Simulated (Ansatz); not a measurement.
# CH₆SSi₂: one species, many methods

One table from this session's results is given with a row withheld; the runs are named, their logs left out.

Method: functionals in def2-TZVPP, the program's frozen cores in correlated methods; program: Ansatz 0.2.0, Gaussian basis.

Levels to be run: LDA (SPW92), PBE-D4, revPBE-D4, BLYP-D4, r2SCAN-D4, B97M-V, PBE0-D4, B3LYP-D4, r2SCANh-D4, r2SCAN0-D4, HSE06-D4, BHLYP-D4, CAM-B3LYP-D4, LC-ωPBE, ωB97X-V, ωB97M-V, B2PLYP, PBE-QIDH; CCSD(T)/def2-SVP; CCSD(T)/def2-TZVPP; MP2/def2-QZVPP; extrapolation to the limit; RPA on PBE.

### The relaxed structure

All runs share one geometry, relaxed beforehand with PBE0-D4 in a triple-zeta def2 set.

SMILES `[SiH3][SiH]1CS1`, 10 atoms, charge 0, spin multiplicity 1.

Atoms are counted from 1 here; the program's logs count them from 0.

Bond lengths: Si1–Si2 2.326 Å, Si1–H5 1.485 Å, Si1–H6 1.488 Å, Si1–H7 1.486 Å, Si2–C3 1.850 Å, Si2–S4 2.099 Å, Si2–H8 1.484 Å, C3–S4 1.851 Å, C3–H9 1.086 Å, C3–H10 1.086 Å. Angles: Si2–Si1–H5 107.7°, Si2–Si1–H6 110.8°, Si2–Si1–H7 110.1°, H5–Si1–H6 109.6°, H5–Si1–H7 109.8°, H6–Si1–H7 108.7°, Si1–Si2–C3 118.8°, Si1–Si2–S4 116.5°, Si1–Si2–H8 117.6°, C3–Si2–S4 55.5°, C3–Si2–H8 116.8°, S4–Si2–H8 117.0°, Si2–C3–S4 69.1°, Si2–C3–H9 119.1°, Si2–C3–H10 120.0°, S4–C3–H9 113.4°, S4–C3–H10 113.5°, H9–C3–H10 113.6° and more.

The first run:

in.yaml reads:

```yaml
crystal:
  periodic: [false, false, false]
  atoms:
    - {symbol: Si, position_ang: [-1.386286, 0.779338, -0.837631]}
    - {symbol: Si, position_ang: [-0.108753, -0.724127, 0.393751]}
    - {symbol: C, position_ang: [1.643762, -0.286221, 0.791270]}
    - {symbol: S, position_ang: [1.568979, -1.537288, -0.570337]}
    - {symbol: H, position_ang: [-0.452704, 1.677086, -1.564795]}
    - {symbol: H, position_ang: [-2.261979, 1.585956, 0.055348]}
    - {symbol: H, position_ang: [-2.240063, 0.048350, -1.810201]}
    - {symbol: H, position_ang: [-0.816802, -1.597148, 1.362815]}
    - {symbol: H, position_ang: [2.089209, -0.668649, 1.704876]}
    - {symbol: H, position_ang: [2.047835, 0.671502, 0.478004]}
basis:
  gaussian: {orbitals: def2-TZVPP}
hamiltonian: {xc: lda}
output: {orbitals: {seedname: orbitals}}
```

Steps of the session up to this table: LDA; PBE-D4 (GGA); revPBE-D4 (GGA); BLYP-D4 (GGA); r2SCAN-D4 (meta-GGA); B97M-V (meta-GGA); PBE0-D4 (hybrid); B3LYP-D4 (hybrid); r2SCANh-D4 (hybrid); r2SCAN0-D4 (hybrid); HSE06-D4 (hybrid); BHLYP-D4 (hybrid); CAM-B3LYP-D4 (range-separated); LC-ωPBE (range-separated); ωB97X-V (range-separated); ωB97M-V (range-separated); B2PLYP (double hybrid); PBE-QIDH (double hybrid).

One table of the session follows, with a row left open; its other results are not shown here.

It belongs to the step «Orbital energies across the functionals». 

```
  functional  HOMO (eV)  gap (eV)
 LDA (SPW92)          ?         ?
      PBE-D4      -5.70      4.07
   revPBE-D4      -5.66      4.11
     BLYP-D4      -5.52      4.06
   r2SCAN-D4      -5.94      4.50
      B97M-V      -6.06      4.53
     PBE0-D4      -6.86      6.04
    B3LYP-D4      -6.61      5.63
  r2SCANh-D4      -6.37      5.22
  r2SCAN0-D4      -7.02      6.30
    HSE06-D4      -6.47      5.27
    BHLYP-D4      -7.87      7.96
CAM-B3LYP-D4      -8.13      8.36
     LC-ωPBE      -9.51     10.80
     ωB97X-V      -9.16     10.36
     ωB97M-V      -9.00      9.96
```

**Question.** Estimate the row for LDA (SPW92).

**Answer.** HOMO (eV): -5.80; gap (eV): 4.00. In the column «HOMO (eV)» it lies between r2SCAN-D4 (-5.94) and PBE-D4 (-5.70).
